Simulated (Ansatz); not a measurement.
# AlFe3B: the cost of one run

Computed with Ansatz 0.2.0 (DFT PBE, scalar-relativistic, plane waves, PAW, unless a step's input says otherwise).

## Step 1: The system as given

Symmetry: P4mm, No. 99, tetragonal system. The conventional cell has a = 3.575 Å, b = 3.575 Å, c = 4.793 Å, α = 90.00°, β = 90.00°, γ = 90.00°. Al (site symmetry 4mm) has 5 Fe at 2.17 to 2.26 Å as nearest neighbours. Fe (site symmetry 4mm) has 4 Fe at 2.06 Å and 1 Al at 2.26 Å as nearest neighbours. Fe (site symmetry 2mm) is surrounded by 2 B at 1.91 Å and 2 Fe at 2.06 Å and 2 Al at 2.17 Å. Around B (site symmetry 4mm) lie 4 Fe at 1.91 Å.

Coordinates:

```xyz
5
Lattice="3.5752 0.0000 0.0000 0.0000 3.5752 0.0000 0.0000 0.0000 4.7928" Properties=species:S:1:pos:R:3 pbc="T T T"
Al    1.7876    1.7876    2.1207
Fe    1.7876    1.7876    4.6528
Fe    1.7876    0.0000    0.8918
Fe    0.0000    1.7876    0.8918
B     0.0000    0.0000    0.2315
```

Recipe of the guess: random cell by space group and Wyckoff sites (P4mm, No. 99). Its size is a rough estimate.

## Step 2: Probe: one point on a coarse mesh

input.yaml reads:

```yaml
crystal:
  lattice:
    - [3.57521665, 0.0, 0.0]
    - [0.0, 3.57521665, 0.0]
    - [0.0, 0.0, 4.79281898]
  atoms:
    - { symbol: Al, position: [0.5, 0.5, 0.44246662] }
    - { symbol: Fe, position: [0.5, 0.5, 0.97077638], spin: 4.0 }
    - { symbol: Fe, position: [0.5, 0.0, 0.18607503], spin: 4.0 }
    - { symbol: Fe, position: [0.0, 0.5, 0.18607503], spin: 4.0 }
    - { symbol: B, position: [0.0, 0.0, 0.04830678] }
basis:
  ecutwfc: 420
kpoints:
  mp_grid: { grid: [6, 6, 4] }
hamiltonian:
  xc: pbe
scf:
  occupations: { method: gaussian, width: 0.1 }
  lower_state_search: "off"
output:
  forces: true
  stress: true
  eigenvalues: true
  populations: true
magnetization:
  spin_polarized: true
```

Run with:

```sh
$ ansatz run input.yaml --threads 1 --pin off --max-ram 2560MiB --backend cpu --events-out ev --progress --plain --runs-dir out
```

**Question.** How long does this run take on 1 thread of AMD EPYC (Zen 3), shared host, and how much memory does it need?

About 49 s, with a peak of 0.39 GiB.
